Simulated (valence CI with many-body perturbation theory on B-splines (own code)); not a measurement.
# Ho: the cost of one run

Program: an in-house CI+MBPT code version 3. Level of theory: configuration interaction of the valence electrons, many-body perturbation theory for a frozen closed Dirac-Fock core, no-pair Dirac Hamiltonian, B-spline basis. These are calculated values, not measurements, unless marked.

## 1. The system

| Item | Value |
| --- | --- |
| element | holmium (Z = 67, A = 165) |
| charge | +61 |
| frozen core | [He] |
| start configuration of the valence electrons | 2s2 2p2 |
| nuclear rms radius | 5.2022 fm |

## 2. The run

Settings of the run:

```ini
atom Ho  Z=67  mass_number=165  rms_radius_fm=5.2022
core [He]
valence 2s2 2p2
avg = 1
basis = L
breit = 1
cap = 40000
capref = 1200
cscale = 1
de = 0.0
dress = 0
eps = 2e-08
h = 0.27
hh = 1
l2 = 3
lcore = 6
maxit = 60
n2 = 5
natural = 1
nlev = 60
nno = [7, 7, 6, 5, 4, 2, 1]
nroot = 26
nsp = [4, 4, 3, 2, 1, 0, 0]
pt2 = 1
qed = 1
rpa = 1
s1 = 1
s2 = 1
s3 = 1
screen = 1
tol = 2e-05
```

Run with:

```bash
$ python run_cv.py task.json out
```

task.json holds these settings.

**Question.** How long does this run take on 1 thread of Arm Neoverse V2, shared host, and how much memory does it need?

About 3.3 min, with a peak of 1.2 GiB.
